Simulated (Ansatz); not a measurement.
**CH₄BClO: up Jacob's ladder to CCSD(T)**

An exercise on one series of results from a longer session: the logs are not shown, and one member is left open.

Method: functionals in def2-TZVPP, the program's frozen cores in correlated methods; program: Ansatz 0.2.0, Gaussian basis.

Levels to be run: LDA (SPW92), PBE-D4, revPBE-D4, BLYP-D4, r2SCAN-D4, B97M-V, PBE0-D4, B3LYP-D4, r2SCANh-D4, r2SCAN0-D4, HSE06-D4, BHLYP-D4, CAM-B3LYP-D4, LC-ωPBE, ωB97X-V, ωB97M-V, B2PLYP, PBE-QIDH; CCSD(T)/def2-SVP; CCSD(T)/def2-TZVPP; MP2/def2-QZVPP; extrapolation to the limit; RPA on PBE.

## The relaxed structure

All runs share one geometry, relaxed beforehand with PBE0-D4 in a triple-zeta def2 set.

8 atoms, charge 0, spin multiplicity 1.

Atoms are counted from 1 here; the program's logs count them from 0.

Bond lengths: B1–C2 1.553 Å, B1–Cl4 2.012 Å, B1–H5 1.194 Å, B1–H6 1.193 Å, C2–O3 1.316 Å, C2–H7 1.090 Å, O3–H8 0.965 Å. Angles: C2–B1–Cl4 70.9°, C2–B1–H5 117.1°, C2–B1–H6 117.0°, Cl4–B1–H5 108.0°, Cl4–B1–H6 109.2°, H5–B1–H6 121.4°, B1–C2–O3 122.4°, B1–C2–H7 121.9°, O3–C2–H7 115.5°, C2–O3–H8 111.7°.

Set-up of the first run:

Contents of in.yaml:

```yaml
crystal:
  periodic: [false, false, false]
  atoms:
    - {symbol: B, position_ang: [-0.177734, 1.077182, -0.135659]}
    - {symbol: C, position_ang: [0.374920, -0.368182, -0.009916]}
    - {symbol: O, position_ang: [0.291445, -1.059510, 1.106903]}
    - {symbol: Cl, position_ang: [-1.458646, -0.195182, -1.022852]}
    - {symbol: H, position_ang: [0.299129, 1.770616, -0.983120]}
    - {symbol: H, position_ang: [-0.695879, 1.545569, 0.831908]}
    - {symbol: H, position_ang: [0.941948, -0.840368, -0.812272]}
    - {symbol: H, position_ang: [0.517016, -1.987226, 0.969108]}
basis:
  gaussian: {orbitals: def2-TZVPP}
hamiltonian: {xc: lda}
output: {orbitals: {seedname: orbitals}}
```

Command:

```sh
$ ansatz run in.yaml --threads 2 --pin off --events-out ev --progress --plain --max-ram 4352MiB
```

Among the steps run: LDA; PBE-D4 (GGA); revPBE-D4 (GGA); BLYP-D4 (GGA); r2SCAN-D4 (meta-GGA); B97M-V (meta-GGA); PBE0-D4 (hybrid); B3LYP-D4 (hybrid); r2SCANh-D4 (hybrid); r2SCAN0-D4 (hybrid); HSE06-D4 (hybrid); BHLYP-D4 (hybrid); CAM-B3LYP-D4 (range-separated); LC-ωPBE (range-separated); ωB97X-V (range-separated); ωB97M-V (range-separated); B2PLYP (double hybrid); PBE-QIDH (double hybrid).

One table of the session follows, with a row left open; its other results are not shown here.

It belongs to the step «Frontier levels by functional». 

```
  functional  HOMO (eV)  gap (eV)
 LDA (SPW92)      -7.00      4.39
      PBE-D4      -6.92      4.56
   revPBE-D4      -6.88      4.62
     BLYP-D4      -6.81      4.56
   r2SCAN-D4      -7.24      5.13
      B97M-V      -7.33      5.25
     PBE0-D4      -8.31      6.99
    B3LYP-D4      -8.08      6.50
  r2SCANh-D4      -7.75      6.02
  r2SCAN0-D4      -8.52      7.35
    HSE06-D4      -7.90      6.20
    BHLYP-D4      -9.60      9.41
CAM-B3LYP-D4          ?         ?
     LC-ωPBE     -11.11     12.12
     ωB97X-V     -10.74     11.69
     ωB97M-V     -10.58     11.39
```

Q: Estimate the row for CAM-B3LYP-D4 from the others.

As computed: HOMO (eV): -9.71; gap (eV): 9.52. In the column «HOMO (eV)» it lies between ωB97M-V (-10.58) and BHLYP-D4 (-9.60).
